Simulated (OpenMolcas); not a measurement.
# SiHF3 (SMILES F[SiH](F)F): PBE0/def2-TZVP

Aim: the vertical singlet–triplet gap of SiHF3 at PBE0/def2-TZVP, from 2 runs. 

Program for the calculation: OpenMolcas 26.06.

**1. The molecule**

The species is SiHF3 (5 atoms), meant as a singlet with charge 0. As SMILES, `F[SiH](F)F`. The coordinates come from a PBE0-D4/def2-TZVP relaxation.

Bond lengths: F1–Si2 1.573 Å, Si2–F3 1.573 Å, Si2–F4 1.573 Å, Si2–H5 1.461 Å. Angles: F1–Si2–F3 108.3°, F1–Si2–F4 108.3°, F3–Si2–F4 108.3°, F1–Si2–H5 110.7°, F3–Si2–H5 110.7°, F4–Si2–H5 110.7°.

**2. The energy at PBE0/def2-TZVP**

Contents of mol.xyz:

```xyz
5

F     -0.447100    -0.082200     1.491300
Si     0.040700     0.001700    -0.001800
F     -0.597100     1.281400    -0.657200
F     -0.495900    -1.263300    -0.767200
H      1.499400     0.062400    -0.065100
```

Contents of job.inp:

```
* F3HSi Kohn-Sham DFT
>>> EXPORT MOLCAS_PRINT=2

&gateway
  baslib
  $CurrDir
  coord
  mol.xyz
  basis
  def2-TZVP
  group
  NoSym

&seward

&scf
  ksdft
  PBE0
  prorbitals
  1 1
```

The basis set def2-TZVP is read from a file made from the Basis Set Exchange's data (not shown).

Started as:

```bash
$ export MOLCAS_MEM=1860
$ pymolcas job.inp > job.log
```

The program printed:

```text
--- Start Module: gateway ---
[...]
--- Stop Module: gateway /rc=_RC_ALL_IS_WELL_ ---
--- Start Module: seward ---
[...]
      Basis functions          136
--- Stop Module: seward /rc=_RC_ALL_IS_WELL_ ---
[...]
--- Start Module: scf ---
[...]
       Convergence after  10 Iterations
[...]
::    Total KS-DFT energy                            -589.5669104771
[...]
      Total spin, S                                     0.0000000000
[...]
      Total electronic charge=   42.000000
      Total            charge=   -0.000000
[...]
      Dipole Moment (debye):
      Origin of the operator (angstrom)=   -0.3095   -0.0129    0.0134
                   X=  1.3134E+00               Y=  5.4732E-02               Z= -5.7533E-02           Total=  1.3158E+00
      Quadrupole Moment (debye*angstrom):
[...]
--- Stop Module: scf /rc=_RC_ALL_IS_WELL_ ---
[...]
```

It took 21 s on 1 thread of Arm Neoverse V2, shared host; peak memory 1 GiB.

**3. The triplet, same level**

mol.xyz is that of step 2.

Contents of job.inp:

```
&GATEWAY
  BasLib = $CurrDir
  Coord = mol.xyz
  Basis = def2-TZVP
  Group = NoSym

&SEWARD

&SCF
  UHF
  Spin = 3
  KSDFT = PBE0
  PrOrbitals = 1 1
```

The basis set def2-TZVP is read from a file made from the Basis Set Exchange's data (not shown).

Started as:

```bash
$ export MOLCAS_MEM=1860
$ pymolcas job.inp > job.log
```

The program printed:

```text
--- Start Module: gateway ---
[...]
--- Stop Module: gateway /rc=_RC_ALL_IS_WELL_ ---
--- Start Module: seward ---
[...]
      Basis functions          136
--- Stop Module: seward /rc=_RC_ALL_IS_WELL_ ---
[...]
--- Start Module: scf ---
[...]
       Convergence after  34 Iterations
[...]
::    Total KS-DFT energy                            -589.2090741950
[...]
      Total spin, S                                     1.0009952455
[...]
      Total electronic charge=   42.000000
      Total            charge=   -0.000000
[...]
      Dipole Moment (debye):
      Origin of the operator (angstrom)=   -0.3095   -0.0129    0.0134
                   X=  1.6601E+00               Y=  9.9859E-02               Z= -7.6284E-01           Total=  1.8297E+00
      Quadrupole Moment (debye*angstrom):
[...]
--- Stop Module: scf /rc=_RC_ALL_IS_WELL_ ---
[...]
```

Run time: 64 s. Hardware: 1 thread of Arm Neoverse V2, shared host; peak memory 1 GiB.

**4. Outcome**

At PBE0/def2-TZVP:

| quantity | value |
| --- | --- |
| singlet: total energy | -589.56691 Eh |
| singlet: dipole moment | 1.32 D |
| singlet: HOMO energy | -11.22 eV |
| singlet: LUMO energy | 1.04 eV |
| singlet: HOMO–LUMO gap | 12.26 eV |
| triplet: total energy | -589.20907 Eh |
| triplet: dipole moment | 1.83 D |
| triplet: HOMO energy (highest over α and β) | -2.16 eV |
| triplet: ⟨S²⟩ | 2.003 |
| vertical energy of the triplet above the singlet | 9.737 eV |

In words: At this shape the triplet lies 9.74 eV (225 kcal/mol) above the singlet. Mulliken charges (singlet) run from -0.28 on F1 to +0.86 on Si2.
